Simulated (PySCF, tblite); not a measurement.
# C₅H₇FN₂Si: geometry, infrared bands and NMR shifts

What infrared bands and NMR shifts should C₅H₇FN₂Si (`N#CC1=C[SiH2][C@]1(F)CN`) show?

Programs: tblite 0.8.0 and PySCF 2.14.0, with density-fitted response routines of our own. Each step states its level of theory. These are calculated values for one molecule in the gas phase, unless marked as measured. Atoms are numbered from 0 throughout.

## (1) Starting geometry

16 atoms, charge 0, multiplicity 1; geometry from: force field or distance geometry start.

Bonds of the start (Å): N0–C1 1.14, C1–C2 1.46, C2–C3 1.31, C3–Si4 1.82, Si4–C5 1.80, C5–F6 1.40, C5–C7 1.54, C7–N8 1.45, C5–C2 1.45, C3–H9 1.10, Si4–H10 1.49, Si4–H11 1.46, C7–H12 1.08, C7–H13 1.12, N8–H14 1.05, N8–H15 1.06.

## (2) Optimising the geometry with GFN2-xTB

What the job is given:

```
{"job": {"kind": "relax", "xc": "GFN2-xTB", "basis": "xTB"}, "charge": 0, "multiplicity": 1}
N     -1.522700     3.230900    -0.510100
C     -1.362800     2.105100    -0.377700
C     -1.110800     0.677400    -0.202200
C     -1.776200    -0.239000     0.457600
Si    -0.707600    -1.655400     0.053500
C     -0.068100    -0.177700    -0.746800
F     -0.090500    -0.140000    -2.147200
C      1.362200     0.223800    -0.333600
N      1.521800     0.180300     1.110500
H     -2.679300    -0.183200     1.083100
H     -1.333900    -2.680300    -0.820800
H      0.010100    -2.264300     1.168700
H      1.636900     1.173600    -0.780000
H      2.016200    -0.566600    -0.783200
H      2.033400    -0.701000     1.362300
H      2.063700     1.025300     1.454400
```

On the command line:

```console
$ OMP_NUM_THREADS=1 python probes_run.py task.json out
```

The driver reads the jobs from task.json and runs them one after another.

**Question.** This job is followed by: GFN2-xTB harmonic vibrations, gas phase; GIAO PBE0/pcSseg-1 NMR shielding, non-relativistic, gas phase. Predict these results of the whole session: strongest single infrared mode (GFN2-xTB); zero-point energy (GFN2-xTB); ¹³C shifts against TMS (PBE0/pcSseg-1); ¹H shifts against TMS (PBE0/pcSseg-1, means over atoms taken as alike); ¹⁵N shifts against NH3 (PBE0/pcSseg-1); ²⁹Si shifts against TMS (PBE0/pcSseg-1); ¹⁹F shifts against CFCl3 (PBE0/pcSseg-1); surface potential, 1st and 99th percentile.

**Answer**, as computed:

| quantity | value |
| --- | --- |
| strongest single infrared mode (GFN2-xTB) | 2285 cm⁻¹, 301 km/mol |
| zero-point energy (GFN2-xTB) | 68.4 kcal/mol |
| ¹³C shifts against TMS (PBE0/pcSseg-1) | 169.6, 142.2, 118.1, 109.2, 46.3 ppm |
| ¹H shifts against TMS (PBE0/pcSseg-1, means over atoms taken as alike) | 7.63, 5.55, 4.69, 3.58, 3.05, 0.72 ppm |
| ¹⁵N shifts against NH3 (PBE0/pcSseg-1) | 327.6, 36.9 ppm |
| ²⁹Si shifts against TMS (PBE0/pcSseg-1) | -34.9 ppm |
| ¹⁹F shifts against CFCl3 (PBE0/pcSseg-1) | -188.8 ppm |
| surface potential, 1st and 99th percentile | -1.65 V and 1.72 V |

In words: The optimisation took 122 steps and gained 0.927 eV; among the close pairs (by a distance rule), Si4–C5 changed most, from 1.798 to 1.953 Å. No mode is imaginary among the 42: a minimum at this level. The strongest single mode, at 2285 cm⁻¹, moves mainly H10. GFN2-xTB is a fitted tight-binding method: band positions and strengths are rough. Its intensities can rank the bands wrongly. H9 (hydrogen on an alkene CH) lies farthest downfield among hydrogen, at 7.63 ppm; attached to an sp2 carbon and in the plane of the double bond. At PBE0/pcSseg-1: Shielding is most anisotropic at N0 (span 431 ppm, paramagnetic term -401 ppm). By nearest atom (PBE0/pcSseg-1), the HOMO sits on N8 54 %; H12 11 % and the LUMO on C3 32 %; C2 22 %.
